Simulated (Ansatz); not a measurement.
Geometry optimisation, DFT r2SCAN, scalar-relativistic, plane waves, PAW (Ansatz 0.2.0).

Input file:

```yaml
crystal:
  lattice:
    - [7.398, 0.0, 0.0]
    - [-3.699, 6.406856, 0.0]
    - [0.0, 0.0, 11.0]
  atoms:
    - { symbol: C, position: [0.0, 0.0, 0.0909091] }
    - { symbol: C, position: [0.2222222, 0.1111111, 0.0909091] }
    - { symbol: C, position: [0.0, 0.3333333, 0.0909091] }
    - { symbol: C, position: [0.2222222, 0.4444444, 0.0909091] }
    - { symbol: C, position: [0.0, 0.6666667, 0.0909091] }
    - { symbol: C, position: [0.2222222, 0.7777778, 0.0909091] }
    - { symbol: C, position: [0.3333333, 0.0, 0.0909091] }
    - { symbol: C, position: [0.5555556, 0.1111111, 0.0909091] }
    - { symbol: C, position: [0.3333333, 0.3333333, 0.0909091] }
    - { symbol: C, position: [0.5555556, 0.4444444, 0.0909091] }
    - { symbol: C, position: [0.3333333, 0.6666667, 0.0909091] }
    - { symbol: C, position: [0.5555556, 0.7777778, 0.0909091] }
    - { symbol: C, position: [0.6666667, 0.0, 0.0909091] }
    - { symbol: C, position: [0.8888889, 0.1111111, 0.0909091] }
    - { symbol: C, position: [0.6666667, 0.3333333, 0.0909091] }
    - { symbol: C, position: [0.8888889, 0.4444444, 0.0909091] }
    - { symbol: C, position: [0.6666667, 0.6666667, 0.0909091] }
    - { symbol: C, position: [0.8888889, 0.7777778, 0.0909091] }
    - { symbol: C, position: [0.1016187, 0.7104511, 0.2181818], spin: 1.0 }
    - { symbol: H, position: [-0.042631, 0.6085953, 0.2681818] }
    - { symbol: O, position: [0.2155001, 0.7908636, 0.3045455] }
magnetization:
  spin_polarized: true
basis:
  ecutwfc: 500.0
kpoints:
  mp_grid: { grid: [2, 2, 1] }
hamiltonian:
  xc: r2scan
scf:
  occupations: { method: gaussian, width: 0.05 }
  lower_state_search: "off"
relax:
  f_tol: 0.03
  max_steps: 60
  adjacent_minimum: "off"
output:
  write_density: true
  write_potential: true
  elf: true
  volumetric_format: npy
```

Run as:

```bash
$ ansatz run input.yaml --threads 4 --pin off --max-ram 10240MiB --backend cpu --events-out ev --progress --plain --runs-dir out
```

Q: Where does it end, and by what steps?

A: The run converged. The force dipped under the threshold on the way, but the program's further checks kept it going. Limits of this set-up: slab without dipole correction. After 20 steps the energy has fallen by 3.724 eV; H20 moved furthest, 1.28 Å. The start is strongly strained (largest force component 9 eV/Å), so its close contacts needn't be bonds. Parted: C5–C19 (1.54 → 2.33 Å).

```tsv
step	energy less start (eV)	largest force component (eV/Å)	accepted
0	0.0000	9.024	yes
1	-1.3490	7.437	yes
2	-2.2501	5.673	yes
3	-2.8720	2.897	yes
4	-3.2625	1.625	yes
5	-3.4015	0.778	yes
6	-3.5284	0.925	yes
7	-3.6432	0.928	yes
8	-3.7011	0.671	yes
9	-3.7116	0.322	yes
10	-3.7067	0.387	no
11	-3.7215	0.060	yes
12	-3.7227	0.084	yes
13	-3.7231	0.046	yes
14	-3.7233	0.063	yes
15	-3.7233	0.079	no
16	-3.7234	0.012	yes
17	-3.7235	0.021	yes
18	-3.7236	0.071	yes
19	-3.7236	0.058	no
20	-3.7237	0.006	yes
```

```xyz
21
Lattice="7.3980 0.0000 0.0000 -3.6990 6.4069 0.0000 0.0000 0.0000 11.0000" Properties=species:S:1:pos:R:3
C -0.094 -0.021 0.952
C 1.143 0.693 0.939
C -1.329 2.116 0.956
C -0.086 2.824 0.941
C -2.588 4.238 0.957
C -1.329 4.961 1.149
C 2.370 0.001 0.957
C 3.597 0.693 0.938
C 1.142 2.115 0.915
C 2.370 2.828 0.909
C -0.070 4.238 0.958
C 1.144 4.961 0.939
C 4.834 -0.021 0.951
C 6.069 0.692 0.954
C 3.598 2.115 0.914
C 4.827 2.824 0.940
C 2.370 4.248 0.915
C 3.596 4.961 0.939
C -1.347 4.702 2.871
H -1.324 3.617 3.053
O -1.377 5.580 3.653
```

Run time: 6.6 min on 4 threads of Intel(R) Xeon(R) 6975P-C (Granite Rapids), with other jobs on the host, peak memory 2.3 GiB.
